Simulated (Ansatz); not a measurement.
**F₃HNSi radical: up Jacob's ladder to CCSD(T)**

One table from this session's results is given with a row withheld; the runs are named, their logs left out.

The runs use Ansatz 0.2.0, Gaussian basis; functionals in def2-TZVPP, the program's frozen cores in correlated methods.

Plan: LDA (SPW92), PBE-D4, revPBE-D4, BLYP-D4, r2SCAN-D4, B97M-V, PBE0-D4, B3LYP-D4, r2SCANh-D4, r2SCAN0-D4, HSE06-D4, BHLYP-D4, CAM-B3LYP-D4, LC-ωPBE, ωB97X-V, ωB97M-V, B2PLYP, PBE-QIDH; CCSD(T)/def2-SVP; CCSD(T)/def2-TZVPP; MP2/def2-QZVPP; extrapolation to the limit; RPA on PBE.

## The relaxed structure

The geometry comes from an earlier relaxation with PBE0-D4 in a triple-zeta def2 set; it is a stationary point.

SMILES `[NH][Si](F)(F)F`, 6 atoms, charge 0, spin multiplicity 2.

Atoms are counted from 1 here; the program's logs count them from 0.

Bond lengths: N1–Si2 1.723 Å, N1–H6 1.021 Å, Si2–F3 1.568 Å, Si2–F4 1.573 Å, Si2–F5 1.573 Å. Angles: Si2–N1–H6 114.3°, N1–Si2–F3 109.4°, N1–Si2–F4 111.5°, N1–Si2–F5 111.4°, F3–Si2–F4 107.8°, F3–Si2–F5 107.8°, F4–Si2–F5 108.9°.

Coordinates:

```xyz
6
charge 0, multiplicity 2
N    -0.9745    0.6046    0.7139
Si    0.1936   -0.0896   -0.3461
F    -0.0871    0.3876   -1.8126
F     0.1231   -1.6614   -0.3302
F     1.6523    0.3596    0.0356
H    -0.8653    0.3354    1.6932
```

Set-up of the first run:

Input file in.yaml:

```yaml
crystal:
  periodic: [false, false, false]
  atoms:
    - {symbol: N, position_ang: [-0.974452, 0.604576, 0.713949]}
    - {symbol: Si, position_ang: [0.193574, -0.089645, -0.346116]}
    - {symbol: F, position_ang: [-0.087141, 0.387634, -1.812630]}
    - {symbol: F, position_ang: [0.123106, -1.661395, -0.330180]}
    - {symbol: F, position_ang: [1.652324, 0.359556, 0.035571]}
    - {symbol: H, position_ang: [-0.865311, 0.335374, 1.693207]}
basis:
  gaussian: {orbitals: def2-TZVPP}
magnetization: {spin_polarized: true, initial_magnetization: 1}
hamiltonian: {xc: lda}
output: {orbitals: {seedname: orbitals}}
```

Among the steps run: LDA; PBE-D4 (GGA); revPBE-D4 (GGA); BLYP-D4 (GGA); r2SCAN-D4 (meta-GGA); B97M-V (meta-GGA); PBE0-D4 (hybrid); B3LYP-D4 (hybrid); r2SCANh-D4 (hybrid); r2SCAN0-D4 (hybrid); HSE06-D4 (hybrid); BHLYP-D4 (hybrid); CAM-B3LYP-D4 (range-separated); LC-ωPBE-D4 (range-separated; the results give it without D4); ωB97X-V (range-separated); ωB97M-V (range-separated); B2PLYP (double hybrid); PBE-QIDH (double hybrid).

One table of the session follows, with a row left open; its other results are not shown here.

It belongs to the step «Frontier levels by functional». 

```
  functional  HOMO (eV)  LUMO (eV)  gap (eV)
 LDA (SPW92)      -7.74      -6.73      1.01
      PBE-D4      -7.62      -6.01      1.61
   revPBE-D4      -7.55      -5.82      1.74
     BLYP-D4      -7.52      -6.00      1.52
   r2SCAN-D4      -7.98      -5.31      2.67
      B97M-V      -8.07      -5.43      2.64
     PBE0-D4      -9.25      -4.46      4.79
    B3LYP-D4      -8.99      -4.98      4.00
  r2SCANh-D4      -8.58      -4.78      3.80
  r2SCAN0-D4          ?          ?         ?
    HSE06-D4      -8.83      -4.86      3.97
    BHLYP-D4     -10.78      -3.04      7.74
CAM-B3LYP-D4     -10.76      -3.37      7.39
     LC-ωPBE     -12.21      -1.76     10.45
     ωB97X-V     -11.79      -2.24      9.54
     ωB97M-V     -11.64      -2.33      9.30
```

**Question.** Estimate the row for r2SCAN0-D4.

Worked estimate for «HOMO (eV)». Against the share of exact exchange, r2SCAN-D4 (0, -7.98), r2SCANh-D4 (0.1, -8.58) give a slope of -6.00 per unit share; at 0.25 the line stands at -9.48.

As computed: HOMO (eV): -9.49; LUMO (eV): -3.99; gap (eV): 5.49. In «HOMO (eV)» the line misses by +0.01.
